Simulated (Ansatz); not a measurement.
# Cu: a tetragonal deformation path

An exercise on one series of results from a longer session: the logs are not shown, and one member is left open.

Program: Ansatz 0.2.0. Level of theory: DFT PBEsol, scalar-relativistic, plane waves, PAW. These are calculated values, not measurements.

### The structure to begin with

Symmetry: Fm-3m, No. 225, cubic system. The conventional cell has a = 3.615 Å, b = 3.615 Å, c = 3.615 Å, α = 90.00°, β = 90.00°, γ = 90.00°. Cu (site symmetry m-3m) is surrounded by 12 Cu at 2.56 Å.

Coordinates:

```xyz
1
Lattice="0.0000 1.8075 1.8075 1.8075 0.0000 1.8075 1.8075 1.8075 0.0000" Properties=species:S:1:pos:R:3 pbc="T T T"
Cu    0.0000    0.0000    0.0000
```

The cell is taken as given, not relaxed at this level.

### The reference cell

Reference values: F = -6588.7649 eV; pressure -6.46 GPa; largest force 0.000 eV/Å; gap on the mesh none (metal). It was computed beforehand with the settings of the runs below.

The first run:

At fixed volume and fractional coordinates, lengths along (0.000, 0.000, 1.000) are scaled against those across it; ρ is that ratio over its starting value.

Input file input.yaml:

```yaml
crystal:
  lattice:
    - [0.0, 2.0289522891, 1.4344692684]
    - [2.0289522891, 0.0, 1.4344692684]
    - [2.0289522891, 2.0289522891, 0.0]
  atoms:
    - { symbol: Cu, position: [0.0, 0.0, 0.0] }
basis:
  ecutwfc: 420
kpoints:
  mp_grid: { grid: [24, 24, 24] }
hamiltonian:
  xc: pbesol
scf:
  occupations: { method: gaussian, width: 0.15 }
output:
  forces: true
  stress: true
  eigenvalues: true
```

Run with:

```bash
> ansatz run input.yaml --threads 1 --pin off --max-ram 2560MiB --backend cpu --events-out ev --progress --plain --runs-dir out
```

Steps of the session up to this table: At ρ = 0.707; ρ = 1.414; ρ = 0.850; Point ρ = 1.200; At ρ = 0.780; At ρ = 1.300; ρ = 0.920; Point ρ = 1.100; ρ = 0.650; ρ = 1.500; At ρ = 0.960; Point ρ = 1.050.

One table of the session follows, with a row left open; its other results are not shown here.

Collected from the runs (energy zero: the undisturbed cell):

```
    ρ  ΔE (meV/atom)  pressure (GPa)
0.650           37.9            -5.7
0.707           38.2            -5.9
0.780           33.8            -5.9
0.850           21.5            -6.0
0.920            8.0            -6.3
0.960            2.2            -6.4
1.000            0.0            -6.5
1.050            3.8            -6.4
1.100              ?               ?
1.200           68.0            -4.4
1.300          160.8            -1.1
1.414          315.5             4.5
1.500          464.4            10.2
```

Q: Estimate the row for ρ = 1.100 from the others.

Worked estimate for «ΔE (meV/atom)». A straight line through the neighbours (1.050, 3.8) and (1.200, 68.0) gives 3.8 + (68.0 − 3.8) × (1.100 − 1.050) / (1.200 − 1.050) = 25.2; a parabola fitted to 4 rows on both sides gives 15.1.

As computed: ΔE (meV/atom): 16.2; pressure (GPa): -6.1. In «ΔE (meV/atom)» the line misses by +9.0 and the parabola by -1.1.
